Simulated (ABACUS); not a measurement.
**PtSe under changes of volume**

One of the cells (21.915 Å³/atom); the others are scaled copies at fixed shape and fractional positions:

```
CELL_PARAMETERS angstrom
0.00000 2.79841 2.79841
2.79841 0.00000 2.79841
2.79841 2.79841 0.00000
ATOMIC_POSITIONS crystal
Pt 0.50000 0.50000 0.50000
Se 0.00000 0.00000 0.00000
```

The cell comes from a database or a generator and needn't be the stable form of this composition.

```yaml
Program: ABACUS 3.10.1
Functional: PBE
Potentials_or_basis: PseudoDojo NC SR 0.4.1 PBE standard
Cutoff: 1184 eV
Density_cutoff: 4735 eV
Basis: plane waves
k_mesh: 8 × 8 × 8
Occupations: fermi-dirac, width 0.05 eV
Spin: no spin polarisation
```

| volume (Å³/atom) | energy over the lowest point (meV/atom) | pressure (GPa) |
| --- | --- | --- |
| 20.600 | 0.00 | -11.0 |
| 21.038 | 32.15 | -12.4 |
| 21.476 | 67.84 | -13.6 |
| 21.915 | 106.54 | -14.6 |
| 22.353 | ? | ? |
| 22.791 | 191.20 | -16.2 |
| 23.230 | 236.41 | -16.8 |

Problem. What does the run at 22.353 Å³/atom give?

Solution. Energy over the lowest point 147.79 meV/atom; pressure -15.5 GPa.

Worked out: A Birch-Murnaghan fit of order 3 (a polynomial in V^(-2/3)) to the other rows has no minimum within the range. It gives 147.81 meV/atom at 22.353 Å³/atom, against the run's 147.79, and -dE/dV = -15.5 GPa, against -15.5.

Energies are extrapolated to zero smearing.
